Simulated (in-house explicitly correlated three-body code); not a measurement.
**He with a centre of 10969.8 electron masses: exact states**

System: He with a centre of 10969.8 electron masses. A variational three-body run gives its energies and expectation values.

Method: two electrons, non-relativistic, variational in exponentially correlated functions. Code: in-house explicitly correlated three-body code version 1.

## (1) The system

| Item | Value |
| --- | --- |
| charge of the centre | +2 |
| mass of the centre | 10969.8 electron masses |
| interactions | Coulomb |
| basis | 260 functions exp(−a r1 − b r2 − g r12) a state, exponent ranges optimised |
| units | hartree and bohr; relativity and QED are left out |

## (2) The run

Settings:

```ini
Z = 2.0
nuclear_mass = 10969.758
interaction_strength = 1.0
functions = 260
states_tried = 13
```

The run is started by

```
> python run_hyl.py task.json out
```

From the run's result record (rounded, not every field):

```text
status: converged
states [hartree, bohr]:
  - {"name": "1 1S", "E": -2.903445203519, "change": 9.9e-10, "T": 2.9034451987, "inv_r": 1.68815706, "inv_r12": 0.9457378359, "r": 0.929562477, "r2": 1.19371699, "r12": 1.42218813, "r12_2": 2.51685328, "cos": -0.06417129, "p1p2": 0.15895474, "d1": 1.809928, "d12": 0.10632}
  - {"name": "2 3S", "E": -2.175030425165, "change": 1.8e-11, "T": 2.1750304262, "inv_r": 1.154558464, "inv_r12": 0.2681730041, "r": 2.55070341, "r2": 11.4664937, "r12": 4.44794393, "r12_2": 23.0504266, "cos": -0.01582558, "p1p2": 0.0074302941, "d1": 1.319997, "d12": 0.0}
  - {"name": "2 1S", "E": -2.145777571376, "change": 1e-09, "T": 2.1457775767, "inv_r": 1.13530365, "inv_r12": 0.2496594525, "r": 2.97334713, "r2": 16.0923463, "r12": 5.27019811, "r12_2": 32.3085104, "cos": -0.01464791, "p1p2": 0.0094774674, "d1": 1.309098, "d12": 0.0086479}
  - {"name": "2 3P", "E": -2.132975636438, "change": 6.2e-10, "T": 2.1329756362, "inv_r": 1.133146258, "inv_r12": 0.2666337575, "r": 2.67407479, "r2": 13.2127887, "r12": 4.70011965, "r12_2": 26.6448242, "cos": -0.03671369, "p1p2": -0.064597415, "d1": 1.25851, "d12": 0.0}
  - {"name": "2 1P", "E": -2.123645299879, "change": 1.8e-10, "T": 2.1236453007, "inv_r": 1.123069628, "inv_r12": 0.2449879114, "r": 2.91106408, "r2": 15.769815, "r12": 5.13901389, "r12_2": 31.606726, "cos": -0.004763809, "p1p2": 0.046005594, "d1": 1.274047, "d12": 0.00073473}
  - {"name": "3 3S", "E": -2.06850032936, "change": 1.2e-09, "T": 2.0685003238, "inv_r": 1.063576994, "inv_r12": 0.1173073241, "r": 5.8565176, "r2": 68.7212792, "r12": 10.9998008, "r12_2": 137.500716, "cos": -0.004239481, "p1p2": 0.0018884967, "d1": 1.284699, "d12": 0.0}
  - {"name": "3 1S", "E": -2.061083856694, "change": 9.1e-10, "T": 2.0610844757, "inv_r": 1.058418245, "inv_r12": 0.1115046456, "r": 6.51229544, "r2": 85.9065838, "r12": 12.3056905, "r12_2": 171.871481, "cos": -0.00431258, "p1p2": 0.0026193897, "d1": 1.282812, "d12": 0.0024331}
  - {"name": "3 3P", "E": -2.057895158942, "change": 2.9e-09, "T": 2.0578951716, "inv_r": 1.057928238, "inv_r12": 0.1159226221, "r": 6.32152003, "r2": 82.1198877, "r12": 11.9319189, "r12_2": 164.322753, "cos": -0.01041617, "p1p2": -0.01837326, "d1": 1.268783, "d12": 0.0}
  - {"name": "3 1P", "E": -2.054957704203, "change": 4.2e-09, "T": 2.054957986, "inv_r": 1.054874576, "inv_r12": 0.109582615, "r": 6.68032558, "r2": 91.8944241, "r12": 12.639504, "r12_2": 183.829535, "cos": -0.001172387, "p1p2": 0.014537022, "d1": 1.273268, "d12": 0.00025184}
  - {"name": "4 3S", "E": -2.036326370155, "change": 1.3e-08, "T": 2.0363251418, "inv_r": 1.034475745, "inv_r12": 0.06525146964, "r": 10.6622106, "r2": 238.624415, "r12": 20.5936013, "r12_2": 477.282352, "cos": -0.001683775, "p1p2": 0.00073778618, "d1": 1.277489, "d12": 0.0}
  - {"name": "4 1S", "E": -2.033401087975, "change": 1.2e-07, "T": 2.0334064581, "inv_r": 1.032389576, "inv_r12": 0.06275075992, "r": 11.5529885, "r2": 281.478871, "r12": 22.3729763, "r12_2": 562.991108, "cos": -0.001793251, "p1p2": 0.0010663647, "d1": 1.276859, "d12": 0.00099854}
  - {"name": "4 3P", "E": -2.032139741112, "change": 4.7e-08, "T": 2.0321357033, "inv_r": 1.032194084, "inv_r12": 0.06450089113, "r": 11.4695611, "r2": 279.97714, "r12": 22.2092988, "r12_2": 559.997797, "cos": -0.004291002, "p1p2": -0.0075592626, "d1": 1.27108, "d12": 0.0}
  - {"name": "4 1P", "E": -2.03088393357, "change": 2.7e-08, "T": 2.0308840995, "inv_r": 1.030905522, "inv_r12": 0.06185405514, "r": 11.9491025, "r2": 304.139781, "r12": 23.1642222, "r12_2": 608.305453, "cos": -0.0004656843, "p1p2": 0.006248809, "d1": 1.273087, "d12": 0.00011137}
threshold [hartree]: -1.99981769719
transitions:
  - ["1 1S", "2 1P", 0.7797999, 0.5312002]
  - ["1 1S", "3 1P", 0.8484875, 0.1298361]
  - ["1 1S", "4 1P", 0.87256127, 0.05134169]
  - ["2 1S", "2 1P", 0.022132272, 25.52057]
  - ["2 1S", "3 1P", 0.090819867, 2.499159]
  - ["2 1S", "4 1P", 0.11489364, 0.6416351]
  - ["3 1S", "2 1P", -0.062561443, 3.488931]
  - ["3 1S", "3 1P", 0.0061261525, 153.3701]
  - ["3 1S", "4 1P", 0.030199923, 7.145072]
  - ["4 1S", "2 1P", -0.090244212, 0.4301254]
  - ["4 1S", "3 1P", -0.021556616, 21.40307]
  - ["4 1S", "4 1P", 0.0025171544, 511.4369]
  - ["2 3S", "2 3P", 0.042054789, 19.22593]
  - ["2 3S", "3 3P", 0.11713527, 0.8260531]
  - ["2 3S", "4 3P", 0.14289068, 0.2706479]
  - ["3 3S", "2 3P", -0.064475307, 4.850757]
  - ["3 3S", "3 3P", 0.01060517, 125.9917]
  - ["3 3S", "4 3P", 0.036360588, 2.067777]
  - ["4 3S", "2 3P", -0.096649266, 0.4922712]
  - ["4 3S", "3 3P", -0.021568789, 30.29485]
  - ["4 3S", "4 3P", 0.004186629, 435.3797]
```

«change» is the move of the energy from 170 to 260 functions; states that moved too far are left out. d1 and d12 are the expectation values of δ(r1) and δ(r12).

It took 66 s on 1 thread of Arm Neoverse N1, shared host.

## (3) The bound states

Binding counts from the one-electron threshold at -1.999818 hartree:

```
state  binding (eV)  excitation (eV)     ⟨r⟩  ⟨r12⟩ (bohr)  ⟨cos θ12⟩
 1 ¹S       24.5890                0  0.9296         1.422    -0.0642
 2 ³S       4.76778          19.8212   2.551         4.448    -0.0158
 2 ¹S       3.97177          20.6172   2.973         5.270    -0.0146
 2 ³P       3.62341          20.9655   2.674         4.700    -0.0367
 2 ¹P       3.36952          21.2194   2.911         5.139    -0.0048
 3 ³S       1.86895          22.7200   5.857         11.00    -0.0042
 3 ¹S       1.66714          22.9218   6.512         12.31    -0.0043
 3 ³P       1.58037          23.0086   6.322         11.93    -0.0104
 3 ¹P       1.50044          23.0885   6.680         12.64    -0.0012
 4 ³S      0.993452          23.5955   10.66         20.59    -0.0017
 4 ¹S      0.913851          23.6751   11.55         22.37    -0.0018
 4 ³P      0.879528          23.7094   11.47         22.21    -0.0043
 4 ¹P      0.845355          23.7436   11.95         23.16    -0.0005
```

## (4) Summary of results

| quantity | value |
| --- | --- |
| ground-state energy | -2.90344520 hartree |
| binding of the second electron | 24.589 eV |
| ⟨r12⟩, ⟨cos θ12⟩ | 1.422 bohr, -0.0642 |

In words: The second electron is bound by 24.59 eV, and the mean cosine of -0.064 shows the electrons leaning only slightly to opposite sides. The virial ratio −T/E is 1.0000000, where an exact Coulomb state gives 1. Exchange puts 2 ³S 0.796 eV under 2 ¹S.
